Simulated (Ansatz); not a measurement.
# C2H6F2OSSi: relaxing the structure

What shape does C2H6F2OSSi take? The plan is to relax it.

Method: RKS PBE0-D4/def2-TZVP; program: Ansatz 0.2.0, Gaussian basis.

Plan: relaxation at PBE0-D4/def2-TZVP.

1 further run of the same task is left out (set aside as unsound or not needed).

## 1. The system as given

SMILES `CO[Si](F)(F)SC`, 13 atoms, charge 0, spin multiplicity 1.

Atoms are counted from 1 here; the program's logs count them from 0.

Bond lengths: C1–O2 1.404 Å, C1–H8 1.091 Å, C1–H9 1.089 Å, C1–H10 1.090 Å, O2–Si3 1.589 Å, Si3–F4 1.601 Å, Si3–F5 1.591 Å, Si3–S6 2.113 Å, S6–C7 1.826 Å, C7–H11 1.085 Å, C7–H12 1.084 Å, C7–H13 1.084 Å. Angles: O2–C1–H8 109.9°, O2–C1–H9 107.3°, O2–C1–H10 110.9°, H8–C1–H9 109.6°, H8–C1–H10 109.3°, H9–C1–H10 109.7°, C1–O2–Si3 132.5°, O2–Si3–F4 112.4°, O2–Si3–F5 104.2°, O2–Si3–S6 114.5°, F4–Si3–F5 101.3°, F4–Si3–S6 110.1°, F5–Si3–S6 113.5°, Si3–S6–C7 100.2°, S6–C7–H11 109.5°, S6–C7–H12 109.4°, S6–C7–H13 106.6°, H11–C7–H12 110.7° and more.

As a file:

```
C    -0.2814   -0.4280   -2.6018
O     0.7306   -0.1364   -1.6733
Si    0.6920    0.3075   -0.1478
F     0.5977    1.8970    0.0235
F     2.1664    0.0250    0.3789
S    -0.8092   -0.6363    1.0006
C    -0.4214    0.0327    2.6543
H    -0.6804    0.4978   -3.0184
H     0.1688   -1.0222   -3.3960
H    -1.0895   -0.9909   -2.1337
H    -0.5387    1.1109    2.6460
H     0.5927   -0.2402    2.9243
H    -1.1276   -0.4169    3.3433
```

The start is a GFN2-xTB geometry.

## 2. Geometry optimisation, PBE0-D4/def2-TZVP

File in.yaml:

```yaml
crystal:
  periodic: [false, false, false]
  atoms:
    - {symbol: C, position_ang: [-0.281430, -0.428050, -2.601820]}
    - {symbol: O, position_ang: [0.730560, -0.136430, -1.673270]}
    - {symbol: Si, position_ang: [0.692030, 0.307520, -0.147800]}
    - {symbol: F, position_ang: [0.597710, 1.897030, 0.023530]}
    - {symbol: F, position_ang: [2.166380, 0.025040, 0.378940]}
    - {symbol: S, position_ang: [-0.809190, -0.636280, 1.000610]}
    - {symbol: C, position_ang: [-0.421390, 0.032730, 2.654310]}
    - {symbol: H, position_ang: [-0.680360, 0.497820, -3.018370]}
    - {symbol: H, position_ang: [0.168770, -1.022200, -3.396050]}
    - {symbol: H, position_ang: [-1.089530, -0.990930, -2.133670]}
    - {symbol: H, position_ang: [-0.538700, 1.110870, 2.645990]}
    - {symbol: H, position_ang: [0.592710, -0.240240, 2.924310]}
    - {symbol: H, position_ang: [-1.127570, -0.416870, 3.343290]}
basis:
  gaussian: {orbitals: def2-TZVP}
hamiltonian: {xc: pbe0, dispersion: d4}
relax: {f_tol: 0.005, max_steps: 150}
```

Run with:

```sh
ansatz run in.yaml --threads 2 --pin off --events-out ev --progress --plain --max-ram 32768MiB --backend cuda --devices 0, --max-vram 18GiB
```

**Question.** What will the summary of the whole plan be? Wanted: point group; shift from the start; total energy; dispersion term; dipole moment.

As calculated:

```
                  quantity           value
               point group              C1
                     steps              15
shift from the start (rms)         0.266 Å
              total energy  -28359.4045 eV
           dispersion term        -288 meV
             dipole moment          2.04 D
```

In words: The atoms moved 0.27 Å (rms) from the start; the bond that changed most is Si3–S6, from 2.113 to 2.094 Å. No vibrations were run, so it is not proven to be a minimum. The largest Mulliken charge, +0.79 e, sits on Si3.
